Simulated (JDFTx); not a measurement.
Write the native input for JDFTx 1.7.0 (patched build) that does the following.

```
Task                                    : single point
Functional                              : PBEsol
Potentials or basis                     : PseudoDojo-SR-PBEsol-0.4.1-standard with smoothed tails
Cutoff                                  : 1116 eV
Density cutoff                          : 8925 eV
k mesh                                  : 9 × 9 × 5
Occupations                             : fermi-dirac, width 0.05 eV
Spin                                    : no spin polarisation
Local potential set to -Z/r beyond      : 6 bohr
Bands                                   : 23
Density cutoff over wavefunction cutoff : 8
Max SCF steps                           : 100
SCF threshold on the energy             : 1e-09 Ha
Solver of the electrons                 : scf
Further solve for the empty bands       : yes
```

The system is ZrC.

```
Zr C
1.0
     3.39148    0.00000    0.00000
    -1.69574    2.93710    0.00000
     0.00000    0.00000    5.29005
Zr C
2 2
Direct
  0.65650 0.33618 0.74578
  0.35343 0.68148 0.25339
  0.98932 0.99143 0.50103
  0.00190 0.99084 0.99757
```

The cell comes from a database or a generator and needn't be the stable form of this composition.

The cell isn't the ideal one: atoms moved at random, drawn with an rms of 0.05 Å.

These files were run (other wordings do the same):

ZrC.in

```
lattice \
    6.4089613119    -3.2044806559     0.0000000000 \
    0.0000000000     5.5503233079     0.0000000000 \
    0.0000000000     0.0000000000     9.9967513548
coords-type Lattice
ion Zr     0.6564960000     0.3361750000     0.7457770000 1
ion Zr     0.3534290000     0.6814770000     0.2533850000 1
ion C     -0.0106820000    -0.0085700000     0.5010310000 1
ion C      0.0019040000    -0.0091580000    -0.0024290000 1

ion-species pseudo/Zr.upf
ion-species pseudo/C.upf
elec-cutoff 41 328
elec-ex-corr gga-PBEsol
kpoint-folding 9 9 5
elec-smearing Fermi 0.0018374661
elec-n-bands 23
electronic-SCF nIterations 100 energyDiffThreshold 1e-09
electronic-minimize nIterations 30 energyDiffThreshold 1e-7
converge-empty-states yes
forces-output-coords Cartesian

dump-name run.$VAR
dump End Ecomponents EigStats BandEigs Kpoints Forces Stress ElecDensity Dtot KEdensity
```

Potentials or basis: PseudoDojo-SR-PBEsol-0.4.1-standard with smoothed tails.

Run with:

```console
$ jdftx -c 1 -i ZrC.in -o ZrC.out
```

Results of the run:

```
Pressure               : -7.0 GPa
Largest force          : 1.271 eV/Å
Band gap on the k mesh : none (metal or under the smearing width)
Loewdin charges        : Zr +0.69; C -0.65 e
```

Caveat: the empty levels aren't tightly converged.

Run time: 11 min on 1 thread of Intel(R) Xeon(R) 6975P-C (Granite Rapids), with other jobs on the host, peak memory 1.1 GiB.
